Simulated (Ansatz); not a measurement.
**C₆H₅NO: taking an electron away**

The task here is to estimate one member of a computed series from the others.

Computed with Ansatz 0.2.0, Gaussian basis. Level: unrestricted cation, the program's frozen cores in correlated methods.

The runs, in order: UKS PBE-D4/def2-TZVPP; UKS r2SCAN-D4/def2-TZVPP; UKS PBE0-D4/def2-TZVPP; UKS B3LYP-D4/def2-TZVPP; UKS wB97X-V/def2-TZVPP; UKS wB97M-V/def2-TZVPP; UKS B2PLYP/def2-TZVPP; UHF-CCSD(T)/def2-TZVPP; UHF-MP2/def2-QZVPP; extrapolation to the limit; then −ε(HOMO) from the neutral's earlier runs with LDA (SPW92), PBE-D4, revPBE-D4, BLYP-D4, r2SCAN-D4, B97M-V, PBE0-D4, B3LYP-D4, r2SCANh-D4, r2SCAN0-D4, HSE06-D4, BHLYP-D4, CAM-B3LYP-D4, LC-ωPBE, ωB97X-V, ωB97M-V.

### The geometry

The geometry comes from an earlier relaxation with PBE0-D4 in a triple-zeta def2 set; it is a stationary point, not always the lowest conformer.

13 atoms, charge 0, spin multiplicity 1.

Atoms are counted from 1 here; the program's logs count them from 0.

Bond lengths: O1–N2 1.202 Å, N2–C3 1.433 Å, C3–C4 1.388 Å, C3–C8 1.392 Å, C4–C5 1.385 Å, C4–H9 1.084 Å, C5–C6 1.387 Å, C5–H10 1.083 Å, C6–C7 1.394 Å, C6–H11 1.084 Å, C7–C8 1.380 Å, C7–H12 1.084 Å, C8–H13 1.083 Å. Angles: O1–N2–C3 115.3°, N2–C3–C4 115.2°, N2–C3–C8 123.5°, C4–C3–C8 121.3°, C3–C4–C5 119.5°, C3–C4–H9 118.5°, C5–C4–H9 122.0°, C4–C5–C6 119.5°, C4–C5–H10 120.3°, C6–C5–H10 120.2°, C5–C6–C7 120.7°, C5–C6–H11 119.7°, C7–C6–H11 119.6°, C6–C7–C8 120.1°, C6–C7–H12 119.8°, C8–C7–H12 120.1°, C3–C8–C7 118.9°, C3–C8–H13 119.0° and more.

As a file:

```xyz
13

O     0.4922   -1.9404    2.5291
N    -0.1403   -0.9376    2.3316
C    -0.0550   -0.4103    1.0013
C    -0.7863    0.7476    0.7769
C    -0.7670    1.3331   -0.4784
C    -0.0175    0.7535   -1.4915
C     0.7144   -0.4093   -1.2587
C     0.6993   -0.9975   -0.0105
H    -1.3577    1.1657    1.5979
H    -1.3329    2.2372   -0.6686
H     0.0000    1.2090   -2.4752
H     1.2951   -0.8500   -2.0608
H     1.2557   -1.9012    0.2068
```

The first run:

File in.yaml:

```yaml
crystal:
  periodic: [false, false, false]
  atoms:
    - {symbol: O, position_ang: [0.492199, -1.940359, 2.529108]}
    - {symbol: N, position_ang: [-0.140311, -0.937573, 2.331572]}
    - {symbol: C, position_ang: [-0.054994, -0.410337, 1.001322]}
    - {symbol: C, position_ang: [-0.786339, 0.747648, 0.776883]}
    - {symbol: C, position_ang: [-0.767019, 1.333140, -0.478394]}
    - {symbol: C, position_ang: [-0.017460, 0.753541, -1.491499]}
    - {symbol: C, position_ang: [0.714350, -0.409311, -1.258701]}
    - {symbol: C, position_ang: [0.699341, -0.997458, -0.010547]}
    - {symbol: H, position_ang: [-1.357692, 1.165746, 1.597945]}
    - {symbol: H, position_ang: [-1.332888, 2.237214, -0.668571]}
    - {symbol: H, position_ang: [0.000039, 1.208980, -2.475203]}
    - {symbol: H, position_ang: [1.295057, -0.850026, -2.060755]}
    - {symbol: H, position_ang: [1.255727, -1.901206, 0.206841]}
basis:
  gaussian: {orbitals: def2-TZVPP}
total_charge: 1
magnetization: {spin_polarized: true, initial_magnetization: 1}
hamiltonian: {xc: pbe, dispersion: d4}
```

Command:

```console
> ansatz run in.yaml --threads 2 --pin off --events-out ev --progress --plain --max-ram 32768MiB --backend cuda --devices 0, --max-vram 18GiB
```

Among the steps run: Cation, UKS PBE-D4/def2-TZVPP; Cation, UKS r2SCAN-D4/def2-TZVPP; Cation, UKS PBE0-D4/def2-TZVPP; Cation, UKS B3LYP-D4/def2-TZVPP; Cation, UKS wB97X-V/def2-TZVPP; Cation, UKS wB97M-V/def2-TZVPP; Cation, UKS B2PLYP (frozen core)/def2-TZVPP; Cation, UHF-CCSD(T)/def2-TZVPP; Cation, UHF-MP2/def2-QZVPP.

One of the session's tables, all rows but one given; the rest of the session is left out.

Orbital estimates, from the neutral's runs:

| functional | −ε(HOMO) (eV) |
| --- | --- |
| LDA (SPW92) | 4.92 |
| PBE-D4 | 4.75 |
| revPBE-D4 | 4.67 |
| BLYP-D4 | 4.67 |
| r2SCAN-D4 | 5.06 |
| B97M-V | 5.26 |
| PBE0-D4 | 6.50 |
| B3LYP-D4 | 6.24 |
| r2SCANh-D4 | 5.72 |
| r2SCAN0-D4 | 6.73 |
| HSE06-D4 | 6.08 |
| BHLYP-D4 | 8.24 |
| CAM-B3LYP-D4 | 8.07 |
| LC-ωPBE | ? |
| ωB97X-V | 9.11 |
| ωB97M-V | 9.07 |

**Question.** Estimate the row for LC-ωPBE.

As computed: −ε(HOMO) (eV): 9.45. In the column «−ε(HOMO) (eV)» it is the highest.

To keep in mind: The cation may have settled in a state other than its lowest; no search over hole states beyond the program's own was made.
